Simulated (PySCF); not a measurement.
# GaP: bond curves at several levels of theory

What are the lowest state that PBE0 finds, the bond length, vibrational wavenumber and bond energy of GaP, and how much do these hang on the method?

The runs use PySCF 2.14.0; Ga def2-TZVPP, P def2-TZVPP, no relativity.

### 1 Set-up

A driver script around PySCF takes these settings:

* atoms: Ga, P
* charge: 0
* basis: Ga def2-TZVPP, P def2-TZVPP
* Hamiltonian: no relativity
* basis functions: 90
* electrons treated: 46
* masses in u: 68.9256, 30.9738
* levels: PBE0, PBE, r²SCAN, B3LYP, PW91, r²SCANh, B97-3, ωB97M-V, HF, MP2, SCS-MP2, CCSD, CCSD(T)
* grid: 80 radial by 434 angular points
* occupations: held fixed by the projection of orbital angular momentum
* dissociation limit: Ga + P, each in its ground configuration
* starting distance in angstrom: 2.270
* values of 2S to try: 0, 2, 4

Run with:

```bash
$ OMP_NUM_THREADS=1 python dia.py task.json out
```

The runs that follow: First curve: PBE0; Other states along the same grid; PBE (GGA); r²SCAN; B3LYP (global hybrid GGA); PW91 (GGA); r²SCANh; B97-3; ωB97M-V; UHF (mean field); Correlated methods on the Hartree–Fock reference.

**Question.** What will these runs give? Wanted: for each run, Re; ωe; De; μ.

The runs gave:

Lowest PBE0 solution found, without spin–orbit coupling: ³Σ⁻ (triplet), unpaired electrons π ↑↑. State 2 has its PBE0 minimum 0.08 eV higher. State 3 has its PBE0 minimum 0.24 eV higher, as a spin-mixed determinant (⟨S²⟩ = 1.02), so this is no gap between pure states. State 4 has its PBE0 minimum 0.30 eV higher, as a spin-mixed determinant (⟨S²⟩ = 1.01), so this is no gap between pure states. The other levels ran on the lowest alone.

```csv
level,Re (Å),ωe (cm⁻¹),De (eV),μ (D)
UHF,2.473,295.2,1.00,-1.58
UHF-MP2,2.438,305,1.84,n/a
UHF-SCS-MP2,2.451,299.8,1.85,n/a
UHF-CCSD,2.449,302,1.83,n/a
UHF-CCSD(T),2.451,299.7,1.92,n/a
PBE,2.480,282.6,2.30,-1.35
PW91,2.477,283.1,2.33,-1.35
r²SCAN,2.448,294.9,2.17,-1.23
r²SCANh,2.444,297.8,2.12,-1.26
B3LYP,2.481,282.4,2.15,-1.52
PBE0,2.455,295.6,2.17,-1.38
B97-3,2.484,286.3,2.23,-1.57
ωB97M-V,2.439,304,2.15,-1.36
```

De is counted to Ga + P in their ground configurations. A positive dipole means Ga(−)P(+).

Differences from CCSD(T) in the same basis:

```csv
level,Re (mÅ),ωe (%)
UHF,+22,-1.5
UHF-MP2,-13,+1.9
UHF-SCS-MP2,0,0.0
UHF-CCSD,-2,+0.7
PBE,+29,-5.7
PW91,+26,-5.5
r²SCAN,-3,-1.6
r²SCANh,-7,-0.6
B3LYP,+30,-5.8
PBE0,+4,-1.4
B97-3,+33,-4.5
ωB97M-V,-12,+1.4
```

Judged by CCSD(T) in the same basis: best bond length UHF-SCS-MP2 (0 mÅ), worst B97-3 (+33 mÅ); best wavenumber UHF-SCS-MP2 (0.0 %), worst B3LYP (-5.8 %). Of the levels with a De here, UHF gives the least (1.00 eV) and PW91 the most (2.33 eV).

Correlated steps freeze 14 core orbitals.
